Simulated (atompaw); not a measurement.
# Cobalt: generating and testing a PAW (atompaw) potential

Task: generate the file, and judge it by its logarithmic derivatives, its ghosts and its cutoff.

Method: atompaw 4.2.0.5, PBEsol, scalar-relativistic.

## 1. The atom and the settings

Typed settings, in words:

```json
{"element": "cobalt (Co, Z = 27)", "type": "PAW", "frozen core": "[Ar]", "valence charge": "9", "reference configuration": "3d7 4s0 4p0 (charge +2)", "partial waves": "4s (bound, empty): rc 2.05 bohr; 4s channel at -0.95 Ry: rc 2.05 bohr; 4p (bound, empty): rc 1.80 bohr; 4p channel at 0.2 Ry: rc 1.80 bohr; 3d (bound): rc 2.05 bohr; 3d channel at -0.55 Ry: rc 2.05 bohr", "local potential": "ultrasoft scheme with l = 3 at 0 Ry, radius 1.40 bohr", "core correction": "smooth core density matched at 1.65 bohr", "augmentation charge": "besselshape compensation charge, radius 1.55 bohr; PAW radius 2.05 bohr; waves and projectors: custom rrkj gramschmidtortho"}
```

An earlier all-electron run gives the scale for the radii.

All-electron outer shells of the reference configuration (PBEsol, scalar-relativistic, ld1.x):

| shell | level (eV) | outermost node (bohr) | outermost maximum (bohr) |
| --- | --- | --- | --- |
| 3p | -84.56 | 0.28 | 0.68 |
| 3d | -27.03 | – | 0.66 |
| 4s | -20.73 | 0.95 | 2.10 |
| 4p | -14.45 | 1.03 | 2.50 |
| 4f | -3.69 | – | 6.71 |

## 2. Generation

File Co.input:

```
Co 27
GGA-PBESOL scalarrelativistic loggrid 1500 logderivrange -4 5 226
4 4 3 0 0 0
4 0 0
4 1 0
3 2 7
0 0 0
c
c
c
v
c
c
v
v
2
2.05 1.55 1.40 1.65
y
-0.95
n
y
0.2
n
y
-0.55
n
custom rrkj gramschmidtortho besselshape
3 0 ultrasoft
2.05
2.05
1.80
1.80
2.05
2.05
PWSCFOUT
UPFDX 0.0125d0 UPFXMIN -7.d0 UPFZMESH 27.d0
END
```

Run with:

```bash
$ atompaw < Co.input > Co.log
```

**Question.** What will these runs give? Wanted: cutoffs for 10 and 1 mRy, occupied levels; bound ghosts; largest phase difference near zero energy, channels read; lowest eigenvalue of the overlap; share of valence orbitals outside the PAW sphere; UPF file.

As calculated:

```
                                                quantity                           value
               cutoffs for 10 and 1 mRy, occupied levels                 25 Ry and 40 Ry
                                            bound ghosts  p at -66.39 eV, s at -39.73 eV
largest phase difference near zero energy, channels read                       0.023 rad
         lowest eigenvalue of the overlap (Bessel basis)                       0.377 (s)
        share of valence orbitals outside the PAW sphere        4s 64 %, 4p 80 %, 3d 6 %
                                                UPF file                         written
```

**Reading.** A bound ghost (p, s) makes it unfit for use: electrons would fall into a state below the valence levels of that channel. It counts as soft, with 25 Ry needed at the looser tolerance. Near zero energy the phases of the channels with partial waves agree within 0.023 rad. All of this concerns the isolated atom, not yet a solid.
